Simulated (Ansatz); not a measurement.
# H4Se2Sn: the cost of one run

The runs use Ansatz 0.2.0, Gaussian basis; the settings change from run to run.

1 further run of the same task is left out (for a known fault of the program).

## (1) The geometry

An earlier PBE0-D4 in a triple-zeta def2 set relaxation fixed the geometry. Sn takes a core potential in def2 sets; no spin-orbit term is included.

SMILES `[SeH][SnH2][SeH]`, 7 atoms, charge 0, spin multiplicity 1.

Atoms are counted from 1 here; the program's logs count them from 0.

Bond lengths: Se1–Sn2 2.531 Å, Se1–H4 1.469 Å, Sn2–Se3 2.531 Å, Sn2–H5 1.704 Å, Sn2–H6 1.701 Å, Se3–H7 1.469 Å. Angles: Sn2–Se1–H4 91.6°, Se1–Sn2–Se3 112.8°, Se1–Sn2–H5 108.6°, Se1–Sn2–H6 106.4°, Se3–Sn2–H5 109.0°, Se3–Sn2–H6 106.0°, H5–Sn2–H6 114.1°, Sn2–Se3–H7 91.7°.

## (2) r2SCAN50/ANO-RCC-VTZP

Set apart from the defaults: a grid of angular degree 11, D3(BJ) with three-body dispersion, relativity set to scalar, high accuracy, the search for lower states set to full.

in.yaml

```yaml
crystal:
  periodic: [false, false, false]
  atoms:
    - {symbol: Se, position_ang: [-2.141588, -0.493210, -0.579724]}
    - {symbol: Sn, position_ang: [-0.085798, 0.460465, 0.546598]}
    - {symbol: Se, position_ang: [1.780143, -1.232778, 0.781984]}
    - {symbol: H, position_ang: [-1.539957, -0.331154, -1.909724]}
    - {symbol: H, position_ang: [0.475914, 1.779170, -0.374673]}
    - {symbol: H, position_ang: [-0.551348, 0.868115, 2.131114]}
    - {symbol: H, position_ang: [2.123934, -1.118708, -0.641377]}
basis:
  gaussian: {orbitals: ANO-RCC-VTZP, final_grid: {core_spheres: 5, valence_spheres: 4, degree: 11}}
hamiltonian: {xc: {name: r2SCAN50}, dispersion: d3bjatm, pseudopotentials: {relativity: scalar}}
accuracy: high
scf: {lower_state_search: full}
```

Run with:

```
$ ansatz run in.yaml --threads 4 --pin off --events-out ev --progress --plain --max-ram 10444MiB
```

Q: Estimate wall time and peak memory on 4 threads of Arm Neoverse V2, shared host.

About 84 s, with a peak of 1.7 GiB.
